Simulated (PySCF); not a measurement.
# C7H6O2 (salicylaldehyde): the cost of one run

Computed with PySCF 2.14.0, with density-fitted response routines of our own, on a single molecule, in the gas phase or a continuum. Atoms are numbered from 0 throughout.

### Step 1. The starting structure

15 atoms, charge 0, multiplicity 1; geometry from: GFN2-xTB. The atoms were then displaced at random by about 0.01 Å, so the start is not that level's minimum.

Bonds of the start (Å): O0–C1 1.23, C1–C2 1.46, C2–C3 1.36, C3–C4 1.40, C4–C5 1.41, C5–C6 1.38, C6–C7 1.40, C7–O8 1.32, C7–C2 1.42, C1–H9 1.10, C3–H10 1.07, C4–H11 1.07, C5–H12 1.10, C6–H13 1.09, O8–H14 1.00.

### Step 2. Optimising the geometry at PBE0-D3(BJ)/def2-TZVP

Job settings and geometry (Å):

```
{"job": {"xc": "PBE0", "basis": "def2-TZVP", "d3": "d3bj", "grid": 2, "shake": 0.01, "kind": "geom"}, "charge": 0, "multiplicity": 1}
O      2.988220    -0.028330    -0.559170
C      1.996410    -0.751800    -0.564900
C      0.633010    -0.361620    -0.222160
C     -0.356260    -1.292280    -0.248600
C     -1.674410    -0.936010     0.077340
C     -1.941930     0.392540     0.457710
C     -0.923780     1.325780     0.498920
C      0.393250     0.980200     0.159400
O      1.326400     1.911990     0.232320
H      2.117460    -1.811210    -0.833220
H     -0.173230    -2.313210    -0.528310
H     -2.464120    -1.653850     0.069060
H     -2.973980     0.684840     0.712040
H     -1.143380     2.352610     0.790970
H      2.180990     1.482960    -0.048640
```

Run with:

```
$ OMP_NUM_THREADS=2 python probes_run.py task.json out
```

This one command runs all jobs of the session in turn.

Q: Estimate the wall time and peak memory of this first job on 2 threads of Intel Xeon Platinum 8559C, shared host.

About 4.7 min, with a peak of 2 GiB.
